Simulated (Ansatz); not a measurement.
**ZnCu: a trigonal deformation path**

An exercise on one series of results from a longer session: the logs are not shown, and one member is left open.

Computed with Ansatz 0.2.0 (DFT PBEsol, scalar-relativistic, plane waves, PAW, unless a step's input says otherwise).

**The starting structure**

The structure is cubic, space group Pm-3m (No. 221). The conventional cell has a = 2.945 Å, b = 2.945 Å, c = 2.945 Å, α = 90.00°, β = 90.00°, γ = 90.00°. Around Zn (site symmetry m-3m) lie 8 Cu at 2.55 Å. Cu (site symmetry m-3m) is surrounded by 8 Zn at 2.55 Å.

Structure file:

```
CELL_PARAMETERS angstrom
2.94500 0.00000 0.00000
0.00000 2.94500 0.00000
0.00000 0.00000 2.94500
ATOMIC_POSITIONS crystal
Zn 0.50000 0.50000 0.50000
Cu 0.00000 0.00000 0.00000
```

The cell is taken as given, not relaxed at this level.

**The reference cell**

The reference gives a free energy of -9869.8721 eV, pressure -4.62 GPa, largest force 0.000 eV/Å and gap on the mesh none (metal). It was computed beforehand with the settings of the runs below.

The first run:

At fixed volume and fractional coordinates, lengths along (0.577, 0.577, 0.577) are scaled against those across it; ρ is that ratio over its starting value.

File input.yaml:

```yaml
crystal:
  lattice:
    - [3.0920562433, -0.6184112487, -0.6184112487]
    - [-0.6184112487, 3.0920562433, -0.6184112487]
    - [-0.6184112487, -0.6184112487, 3.0920562433]
  atoms:
    - { symbol: Zn, position: [0.5, 0.5, 0.5] }
    - { symbol: Cu, position: [0.0, 0.0, 0.0] }
basis:
  ecutwfc: 420
kpoints:
  mp_grid: { grid: [18, 18, 18] }
hamiltonian:
  xc: pbesol
scf:
  occupations: { method: gaussian, width: 0.15 }
output:
  forces: true
  stress: true
  eigenvalues: true
  write_density: true
  write_potential: true
  elf: true
  volumetric_format: npy
```

Launch:

```bash
> ansatz run input.yaml --threads 1 --pin off --max-ram 2560MiB --backend cpu --events-out ev --progress --plain --runs-dir out
```

Steps of the session up to this table: At ρ = 0.500; Point ρ = 2.000; ρ = 0.710; ρ = 1.410; At ρ = 0.600; ρ = 0.850; ρ = 1.200; Point ρ = 1.700; At ρ = 0.930; ρ = 1.080.

One of the session's tables, all rows but one given; the rest of the session is left out.

It belongs to the step «The scan collected». 

```
    ρ  ΔE (meV/atom)  pressure (GPa)
0.500         6358.7           172.3
0.600              ?               ?
0.710          929.8            26.6
0.850          158.0             0.7
0.930           26.9            -3.7
1.000            0.0            -4.6
1.080           23.7            -3.8
1.200          109.4            -0.7
1.410          282.6             5.9
1.700          449.1            12.7
2.000          500.4            14.8
```

Q: Estimate the row for ρ = 0.600 from the others.

Worked estimate for «ΔE (meV/atom)». A straight line through the neighbours (0.500, 6358.7) and (0.710, 929.8) gives 6358.7 + (929.8 − 6358.7) × (0.600 − 0.500) / (0.710 − 0.500) = 3773.5; a parabola fitted to 3 rows on both sides gives 3134.3.

As computed: ΔE (meV/atom): 2607.4; pressure (GPa): 78.0. In «ΔE (meV/atom)» the line misses by +1166.1 and the parabola by +526.9.
